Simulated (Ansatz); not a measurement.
C₃H₈Si, SMILES CC=C[SiH3], a single point from an input written key by key

Program: the Ansatz DFT code, driven from Python.

Contents of `c3h8si.yaml`:
```yaml
crystal:
  periodic: [false, false, false]
  atoms:
    - { symbol: C, position_ang: [-1.8987, 0.364, 0.6828] }
    - { symbol: C, position_ang: [-0.7291, -0.2821, 0.1505] }
    - { symbol: C, position_ang: [0.4129, 0.3433, -0.0761] }
    - { symbol: Si, position_ang: [2.0595, -0.4186, -0.6993] }
    - { symbol: H, position_ang: [-2.761, 0.3077, -0.0697] }
    - { symbol: H, position_ang: [-2.2642, -0.0385, 1.609] }
    - { symbol: H, position_ang: [-1.7488, 1.4762, 0.86] }
    - { symbol: H, position_ang: [-0.7952, -1.3268, -0.0592] }
    - { symbol: H, position_ang: [0.5543, 1.419, 0.184] }
    - { symbol: H, position_ang: [3.0738, -0.2662, 0.3253] }
    - { symbol: H, position_ang: [1.7609, -1.8758, -0.9317] }
    - { symbol: H, position_ang: [2.4124, 0.2426, -1.9415] }
basis:
  gaussian: { orbitals: cc-pVDZ }
correlation:
  method: mp2
output:
  forces: true
accuracy: medium
scf:
  lower_state_search: "off"
```

`c3h8si_deck.py`:
```python
"""C3H8Si through the session interface."""

import ansatz as az
import numpy as np


def main() -> None:
    session = az.Session.from_deck("c3h8si.yaml")
    data = session.plan(threads=1).execute().report

    for key in ("converged", "free_energy_ev", "reference_energy_ev", "n_frozen", "n_occupied", "n_virtual"):
        print(f"{key:22s} {data[key]}")
    symbols = ["C", "C", "C", "Si", "H", "H", "H", "H", "H", "H", "H", "H"]
    parts = data["correlation"]
    for name in ("random_phase", "coupled_cluster", "perturbative"):
        if name in parts:
            print(f"{name:16s} {parts[name]['energy']['hartree']:12.7f} Ha")
    if "second_order" in parts:
        pair = parts["second_order"]
        print(f"MP2 same spin {pair['same_spin']['hartree']:.7f} Ha, opposite spin {pair['opposite_spin']['hartree']:.7f} Ha")

    print("forces (eV/A)")
    for symbol, f in zip(symbols, data["forces_ev_ang"]):
        print(f"  {symbol:2s} {f[0]:9.4f} {f[1]:9.4f} {f[2]:9.4f}")
    charges = data["charge_distribution"]
    print("dipole moment", round(4.803205 * float(np.linalg.norm(charges["dipole_moment_e_ang"])), 3), "D")
    print("Mulliken:", [(s, round(q, 3)) for s, q in zip(symbols, charges["mulliken_charges_e"])])


if __name__ == "__main__":
    main()
```

```console
$ python c3h8si_deck.py
converged              True
free_energy_ev         -11093.623186088256
reference_energy_ev    -11079.544112194
n_frozen               8
n_occupied             [12, 12]
n_virtual              [80, 80]
MP2 same spin -0.1110856 Ha, opposite spin -0.4063108 Ha
forces (eV/A)
  C    -2.6715    2.6522   -0.8472
  C     0.4081   -0.4135    0.0090
  C     3.1093    1.1690   -0.3575
  Si   -2.0352   -0.7234    0.2587
  H     0.7573   -0.0662    0.8456
  H    -0.3267   -0.6590    0.8824
  H     0.0610   -0.9998   -0.1805
  H    -0.1157   -1.2245   -0.2989
  H    -0.5938   -0.3226   -0.0590
  H     0.6688    0.1148    0.4213
  H     0.2975    0.1864   -0.0545
  H     0.4411    0.2865   -0.6196
dipole moment 0.702 D
Mulliken: [('C', -0.045), ('C', -0.054), ('C', -0.235), ('Si', 0.459), ('H', 0.056), ('H', 0.052), ('H', 0.041), ('H', 0.011), ('H', 0.027), ('H', -0.101), ('H', -0.109), ('H', -0.102)]
```

Notes:
- These settings explore the input space; basis and method may be short of convergence.
- The geometry is a force-field or estimated start, not a minimum of this method, and the basis set is short of its limit.
- Run time: 5.7 s on 1 thread of Arm Neoverse N1, with other jobs on the host, peak memory 0.25 GiB.
